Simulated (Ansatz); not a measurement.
# Time against size: PBE, silane series in def2-tzvp, on Neoverse N1 cores, threads left to the program

All times were clocked for whole runs of Ansatz 0.2.0, start-up included, one run at a time with no other job on the machine: an Arm Neoverse N1 node (56 of its 64 cores, memory capped at 64 GiB). Times and memory are rounded to two significant figures, and ratios are formed from the unrounded values. A row is a single run, so small differences between rows aren't established. Precision is the program's default, which can work at lower precision in parts of a run. Ansatz fits or factors the two-electron integrals of a Gaussian basis by default. It has two schemes, and a run can build a set of factors by either or by both: the log gives each set's size, with a bound on the integrals' error for one scheme and none for the other.

The smallest member is H4Si (silane series). Its input:

```yaml
crystal:
  periodic: [false, false, false]
  atoms:
    - { symbol: Si, position_ang: [0.0000, 0.0000, 0.0000] }
    - { symbol: H, position_ang: [0.0000, -0.8642, 1.2143] }
    - { symbol: H, position_ang: [0.0000, -0.8642, -1.2143] }
    - { symbol: H, position_ang: [-1.2425, 0.8224, 0.0000] }
    - { symbol: H, position_ang: [1.2425, 0.8224, 0.0000] }
basis:
  gaussian: { orbitals: def2-tzvp }
hamiltonian: { xc: pbe }
```

Command, without the flags for output files and display:

```bash
taskset -c 8-63 ansatz run input.yaml --backend cpu --max-ram 64GiB
```

| formula | electrons | basis functions | integral factors | SCF iterations | threads | wall time | stage clocks | outside them | CPU time | host memory (GiB) |
| --- | --- | --- | --- | --- | --- | --- | --- | --- | --- | --- |
| H4Si | 18 | 61 | 428 (no error bound) | 13 | 56 | 0.21 s | 0.14 s | 0.069 s | 2.8 s | 0.11 |
| H8Si3 | 50 | 159 | 1108 (no error bound) | 14 | 56 | 0.59 s | 0.49 s | 0.096 s | 16 s | 0.29 |
| H14Si6 | 98 | 306 | 2128 (no error bound) | 17 | 56 | 1.4 s | 1.3 s | 0.12 s | 44 s | 0.72 |
| H22Si10 | 162 | 502 | 3488 (no error bound) | 18 | 56 | 3.0 s | 2.9 s | 0.15 s | 110 s | 1.7 |

The stage clocks are the program's own; these runs have one, the mean-field stage. The mean-field stage is one clock over all work up to the reference state: integrals, SCF. Outside lie the rest of start-up and exit.

SCF iterations count the mean-field evaluations that the program logged over all starts and steps, those after a first convergence included.

Of the smallest member's 0.21 s, 0.069 s lies outside the stage clocks, so the wall time grows less with size than the clocked work: from 61 to 502 basis functions the wall time changes by a factor of 14, and the time on the stage clocks by 20. The smallest member has under 2 s on the stage clocks, so these factors are rough.

Q: How long does the member with 894 basis functions take (H38Si18)?

A: 8.5 s, in 19 SCF iterations, with 4.7 GiB of host memory.
